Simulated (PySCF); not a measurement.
# A diatomic session: SrN

What are the lowest state that PBE0 finds, the bond length, vibrational wavenumber and bond energy of SrN, and how much do these hang on the method?

Computed with PySCF 2.14.0. Level: Sr def2-SVPD with ECP28, N def2-SVPD, scalar-relativistic core potentials.

## 1. Set-up

Settings of the job:

```yaml
atoms: Sr, N
charge: 0
basis: Sr def2-SVPD with ECP28, N def2-SVPD
Hamiltonian: scalar-relativistic core potentials
basis_functions: 46
electrons_treated: 17
masses_in_u: 87.9056, 14.0031
levels: PBE0, PBE, r²SCAN, BLYP, M06-L, B97-3, HF, MP2, SCS-MP2, CCSD, CCSD(T)
grid: 80 radial by 434 angular points
occupations: held fixed by the projection of orbital angular momentum
dissociation_limit: Sr + N, each in its ground configuration
starting_distance_in_angstrom: 2.365
values_of_2S_to_try: 1, 3
```

On the command line:

```
> OMP_NUM_THREADS=1 python dia.py task.json out
```

After this run come: First curve: PBE0; Other states along the same grid; PBE (GGA); r²SCAN (meta-GGA); BLYP; M06-L; B97-3 (global hybrid GGA); UHF (mean field); Adding correlation.

Q: Predict the outcome of this session. Wanted: for each run, Re; ωe; De; μ.

The runs gave:

Lowest PBE0 solution found, without spin–orbit coupling: ⁴Σ⁻ (quartet), unpaired electrons σ ↑, π ↑↑. State 2 has its PBE0 minimum 0.06 eV higher, as a spin-mixed determinant (⟨S²⟩ = 1.76), so this is no gap between pure states. State 3 has its PBE0 minimum 0.08 eV higher, as a spin-mixed determinant (⟨S²⟩ = 1.60), so this is no gap between pure states. State 4 has its PBE0 minimum 1.63 eV higher. The other levels ran on the lowest alone.

```csv
level,Re (Å),ωe (cm⁻¹),De (eV),μ (D)
UHF-MP2,2.419,420,0.72,n/a
UHF-SCS-MP2,2.430,412,0.69,n/a
UHF-CCSD,2.436,404,0.66,n/a
UHF-CCSD(T),2.441,391,0.73,n/a
PBE,2.413,386,1.65,-3.72
BLYP,2.438,371,1.58,-3.80
r²SCAN,2.406,405,1.48,-3.96
M06-L,2.456,378,1.24,-3.25
PBE0,2.399,409,1.35,-4.08
B97-3,2.464,365,1.14,-3.62
```

De is counted to Sr + N in their ground configurations. A positive dipole means Sr(−)N(+). No constants: UHF (fits of two degrees disagree).

What this shows: The methods spread over 0.065 Å in bond length, from PBE0 to B97-3. CCSD(T) can't serve as the judge here: for a weak bond in this basis it is far from its limit. Of the levels with a De here, UHF-CCSD gives the least (0.66 eV) and PBE the most (1.65 eV).

Correlated steps freeze 1 core orbital. Spin–orbit coupling is left out.
